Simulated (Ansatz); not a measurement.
**H₄O₃SiTe: a ladder of functionals and wavefunction methods**

One table from this session's results is given with a row withheld; the runs are named, their logs left out.

Computed with Ansatz 0.2.0, Gaussian basis. Level: functionals in def2-TZVPP, the program's frozen cores in correlated methods.

Levels to be run: LDA (SPW92), PBE-D4, revPBE-D4, BLYP-D4, r2SCAN-D4, B97M-V, PBE0-D4, B3LYP-D4, r2SCANh-D4, r2SCAN0-D4, HSE06-D4, BHLYP-D4, CAM-B3LYP-D4, LC-ωPBE, ωB97X-V, ωB97M-V, B2PLYP, PBE-QIDH; CCSD(T)/def2-SVP; CCSD(T)/def2-TZVPP; MP2/def2-QZVPP; extrapolation to the limit; RPA on PBE.

## The relaxed structure

An earlier PBE0-D4 in a triple-zeta def2 set relaxation fixed the geometry. Te takes the def2 core potential; no spin-orbit term is included.

SMILES `O[Si](O)(O)[TeH]`, 9 atoms, charge 0, spin multiplicity 1.

Atoms are counted from 1 here; the program's logs count them from 0.

Bond lengths: O1–Si2 1.622 Å, O1–H6 0.958 Å, Si2–O3 1.628 Å, Si2–O4 1.636 Å, Si2–Te5 2.509 Å, O3–H7 0.958 Å, O4–H8 0.959 Å, Te5–H9 1.657 Å. Angles: Si2–O1–H6 117.0°, O1–Si2–O3 103.3°, O1–Si2–O4 107.4°, O1–Si2–Te5 115.7°, O3–Si2–O4 116.2°, O3–Si2–Te5 106.6°, O4–Si2–Te5 107.9°, Si2–O3–H7 117.3°, Si2–O4–H8 117.1°, Si2–Te5–H9 91.6°.

The first run:

File in.yaml:

```yaml
crystal:
  periodic: [false, false, false]
  atoms:
    - {symbol: O, position_ang: [0.644081, 1.010110, -1.457728]}
    - {symbol: Si, position_ang: [0.368425, 0.028281, -0.196500]}
    - {symbol: O, position_ang: [1.864871, -0.413653, 0.268551]}
    - {symbol: O, position_ang: [-0.611410, -1.173120, -0.717792]}
    - {symbol: Te, position_ang: [-0.714156, 1.096926, 1.799143]}
    - {symbol: H, position_ang: [-0.110185, 1.242137, -2.000975]}
    - {symbol: H, position_ang: [1.946598, -0.878318, 1.102264]}
    - {symbol: H, position_ang: [-1.072256, -1.682334, -0.049132]}
    - {symbol: H, position_ang: [-2.227367, 0.723573, 1.235168]}
basis:
  gaussian: {orbitals: def2-TZVPP}
hamiltonian: {xc: lda}
output: {orbitals: {seedname: orbitals}}
```

Steps of the session up to this table: LDA; PBE-D4 (GGA); revPBE-D4 (GGA); BLYP-D4 (GGA); r2SCAN-D4 (meta-GGA); B97M-V (meta-GGA); PBE0-D4 (hybrid); B3LYP-D4 (hybrid); r2SCANh-D4 (hybrid); r2SCAN0-D4 (hybrid); HSE06-D4 (hybrid); BHLYP-D4 (hybrid); CAM-B3LYP-D4 (range-separated); LC-ωPBE-D4 (range-separated; the results give it without D4); ωB97X-V (range-separated); ωB97M-V (range-separated); B2PLYP (double hybrid); PBE-QIDH (double hybrid).

One of the session's tables, all rows but one given; the rest of the session is left out.

It belongs to the step «Orbital energies across the functionals». 

| functional | HOMO (eV) | gap (eV) |
| --- | --- | --- |
| LDA (SPW92) | -5.76 | 4.21 |
| PBE-D4 | -5.59 | 4.21 |
| revPBE-D4 | -5.52 | 4.23 |
| BLYP-D4 | -5.42 | 4.11 |
| r2SCAN-D4 | -5.85 | 4.69 |
| B97M-V | -5.83 | 4.59 |
| PBE0-D4 | -6.66 | 6.08 |
| B3LYP-D4 | -6.43 | 5.61 |
| r2SCANh-D4 | -6.24 | 5.37 |
| r2SCAN0-D4 | -6.83 | 6.38 |
| HSE06-D4 | -6.27 | 5.31 |
| BHLYP-D4 | -7.56 | 7.80 |
| CAM-B3LYP-D4 | -7.89 | 8.30 |
| LC-ωPBE | -9.19 | 10.76 |
| ωB97X-V | -8.87 | 10.30 |
| ωB97M-V | ? | ? |

**Question.** Estimate the row for ωB97M-V.

As computed: HOMO (eV): -8.74; gap (eV): 9.98. In the column «HOMO (eV)» it lies between ωB97X-V (-8.87) and CAM-B3LYP-D4 (-7.89).
